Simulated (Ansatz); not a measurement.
# C₃H₇AlF₂O: how energies converge with the basis set

Aim: see how fast density functionals converge with the basis set for C₃H₇AlF₂O.

Method: one geometry, several basis sets; program: Ansatz 0.2.0, Gaussian basis.

The runs, in order: PBE0-D4/def2-SVP; ωB97M-V/def2-SVP; PBE0-D4/def2-QZVPP; ωB97M-V/def2-QZVPP; the functionals' def2-TZVPP values are taken from earlier runs.

## (1) The geometry

An earlier PBE0-D4 in a triple-zeta def2 set relaxation fixed the geometry.

SMILES `CC(C)[O][Al]([F])[F]`, 14 atoms, charge 0, spin multiplicity 1.

Atoms are counted from 1 here; the program's logs count them from 0.

Bond lengths: C1–C2 1.516 Å, C1–H8 1.093 Å, C1–H9 1.092 Å, C1–H10 1.095 Å, C2–C3 1.516 Å, C2–O4 1.414 Å, C2–H11 1.097 Å, C3–H12 1.092 Å, C3–H13 1.093 Å, C3–H14 1.095 Å, O4–Al5 1.665 Å, Al5–F6 1.640 Å, Al5–F7 1.635 Å. Angles: C2–C1–H8 110.9°, C2–C1–H9 110.5°, C2–C1–H10 110.4°, H8–C1–H9 108.2°, H8–C1–H10 107.9°, H9–C1–H10 108.7°, C1–C2–C3 112.2°, C1–C2–O4 110.5°, C1–C2–H11 108.7°, C3–C2–O4 110.5°, C3–C2–H11 108.7°, O4–C2–H11 106.0°, C2–C3–H12 110.5°, C2–C3–H13 110.9°, C2–C3–H14 110.4°, H12–C3–H13 108.2°, H12–C3–H14 108.7°, H13–C3–H14 107.9° and more.

## (2) PBE0-D4 in def2-SVP

Input file in.yaml:

```yaml
crystal:
  periodic: [false, false, false]
  atoms:
    - {symbol: C, position_ang: [-0.402072, -1.299729, 0.734153]}
    - {symbol: C, position_ang: [0.645499, -0.262089, 0.383311]}
    - {symbol: C, position_ang: [1.059010, -0.335052, -1.072993]}
    - {symbol: O, position_ang: [0.182674, 1.035336, 0.701225]}
    - {symbol: Al, position_ang: [-1.079922, 2.000652, 0.205213]}
    - {symbol: F, position_ang: [-2.176271, 1.525531, -0.918809]}
    - {symbol: F, position_ang: [-1.254148, 3.491281, 0.853622]}
    - {symbol: H, position_ang: [-0.021980, -2.310046, 0.565741]}
    - {symbol: H, position_ang: [-0.689103, -1.214106, 1.784212]}
    - {symbol: H, position_ang: [-1.294243, -1.167059, 0.113531]}
    - {symbol: H, position_ang: [1.530404, -0.429090, 1.009501]}
    - {symbol: H, position_ang: [1.802739, 0.431924, -1.298620]}
    - {symbol: H, position_ang: [1.492710, -1.310139, -1.306840]}
    - {symbol: H, position_ang: [0.191702, -0.186613, -1.724544]}
basis:
  gaussian: {orbitals: def2-SVP}
hamiltonian: {xc: pbe0, dispersion: d4}
output: {orbitals: {seedname: orbitals}}
```

Launch:

```bash
> ansatz run in.yaml --threads 4 --pin off --events-out ev --progress --plain --max-ram 11315MiB
```

Further steps of the session: ωB97M-V in def2-SVP; PBE0-D4 in def2-QZVPP; ωB97M-V in def2-QZVPP.

**Question.** What will the summary of the whole plan be? Wanted: PBE0-D4: double and triple zeta above quadruple; ωB97M-V: double and triple zeta above quadruple.

As calculated:

```
                                       quantity           value
PBE0-D4: double and triple zeta above quadruple  16.16, 0.85 eV
ωB97M-V: double and triple zeta above quadruple  16.49, 0.80 eV
```

For PBE0-D4 the step from double to triple zeta gains 15.31 eV and the next only 0.85 eV. Total energies overstate the basis error of differences, where much of it tends to cancel. The LUMO of ωB97M-V is positive and keeps falling with the basis (1.04 to 0.41 eV): an unbound level that the basis holds in place.
